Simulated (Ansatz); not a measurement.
# r2SCAN/def2-TZVP (core potential) run of SnSe (SMILES [Se][Sn])

Aim: the vertical ionisation energy of SnSe at r2SCAN/def2-TZVP (core potential), from 2 runs. 

Program for the calculation: Ansatz 0.2.0.

26 further runs of the same task are left out: 26 set aside as unsound or not needed.

**1. Starting point**

The species is SnSe (2 atoms), meant as a singlet with charge 0. As SMILES, `[Se][Sn]`. Geometry: relaxed at PBE0-D4/def2-TZVP.

Bond lengths: Se1–Sn2 2.325 Å.

**2. A single-point energy at r2SCAN/def2-TZVP (core potential)**

input.yaml

```yaml
crystal:
  periodic: [false, false, false]
  atoms:
    - {symbol: Se, position_ang: [0.000000, -0.000000, 0.006530]}
    - {symbol: Sn, position_ang: [-0.000000, 0.000000, 2.331810]}
basis:
  gaussian:
    orbitals: def2-TZVP
hamiltonian:
  xc: {name: r2SCAN}
accuracy: high
output: {orbitals: {seedname: orbitals}}
```

Launch:

```
$ ansatz run input.yaml --threads 1 --pin off --max-ram 3480MiB --events-out events.jsonl --progress --plain --runs-dir runs
```

Standard output:

```text
Warning: RAYON_NUM_THREADS=1 ignored (pool sized by the plan → 1); use --threads N
Functional definition: r2SCAN
  name "r2SCAN"
  parameter k0 = 0.174
  parameter k1 = 0.065
  parameter a1 = 4.9479
  exchange = r2scan_x(k0 = k0, k1 = k1, a1 = a1)
  correlation = r2scan_c
1498 factors; integrals over basis functions are off by at most 4.7e-9 eV
mean field evaluation 1: about -71182.1384 eV, gradient 2.4e1 eV
mean field evaluation 2: about -71138.0199 eV, gradient 1.0e2 eV
mean field evaluation 4: about -71184.3868 eV, gradient 4.7e0 eV
mean field evaluation 8: about -71184.4538 eV, gradient 3.3e-1 eV
mean field evaluation 16: about -71184.4541 eV, gradient 2.5e-5 eV
mean field -71184.45408473 eV, -2615.9804370578 hartree, gradient 1.5e-8 eV, S^2 0.000000; 0 other end points of the search recorded, 0 dependent functions left out
reference -71184.45408531 eV, -2615.9804370793 hartree; 28, 28 occupied and 70, 70 virtual orbitals, 1498 factors
Total energy: -71184.45408531 eV, -2615.9804370793 hartree
```

Run time: 9.3 s. Hardware: 1 thread of Arm Neoverse V2, shared host; peak memory 0.24 GiB.

**3. The doublet cation, same level**

input.yaml

```yaml
crystal:
  periodic: [false, false, false]
  atoms:
    - symbol: Se
      position_ang: [0.000000, -0.000000, 0.006530]
    - symbol: Sn
      position_ang: [-0.000000, 0.000000, 2.331810]
basis:
  gaussian:
    orbitals: def2-TZVP
total_charge: 1
magnetization:
  spin_polarized: true
  initial_magnetization: 1
hamiltonian:
  xc: r2scan
accuracy: high
output: {orbitals: {seedname: orbitals}}
```

Launch:

```
$ ansatz run input.yaml --threads 1 --pin off --max-ram 3480MiB --events-out events.jsonl --progress --plain --runs-dir runs
```

Standard output (excerpt; [...] marks lines left out):

```text
Warning: RAYON_NUM_THREADS=1 ignored (pool sized by the plan → 1); use --threads N
[... 2 set-up lines as earlier in the session ...]
[...]
1498 factors; integrals over basis functions are off by at most 4.7e-9 eV
[...]
mean field -71175.28271176 eV, -2615.6433953177 hartree, gradient 3.9e-9 eV, S^2 0.756824; 7 other end points of the search recorded, 0 dependent functions left out
reference -71175.28271487 eV, -2615.6433954320 hartree; 28, 27 occupied and 70, 71 virtual orbitals, 1498 factors
Total energy: -71175.28271487 eV, -2615.6433954320 hartree
```

It took 76 s on 1 thread of Arm Neoverse V2, shared host; peak memory 0.4 GiB.

**4. What came out**

At r2SCAN/def2-TZVP (core potential):

```
                                          quantity           value
                        singlet SnSe: total energy  -2615.98044 Eh
                         singlet SnSe: HOMO energy        -6.40 eV
                         singlet SnSe: LUMO energy        -3.13 eV
                       singlet SnSe: HOMO–LUMO gap         3.27 eV
                      doublet cation: total energy  -2615.64340 Eh
doublet cation: HOMO energy (highest over α and β)       -12.65 eV
 doublet cation: LUMO energy (lowest over α and β)       -11.88 eV
                              doublet cation: ⟨S²⟩           0.757
vertical ionisation energy (to the doublet cation)        9.171 eV
```

The vertical ionisation energy comes to 9.17 eV (211 kcal/mol). The negative HOMO energy of the first species, 6.40 eV, lies 2.77 eV below that difference.
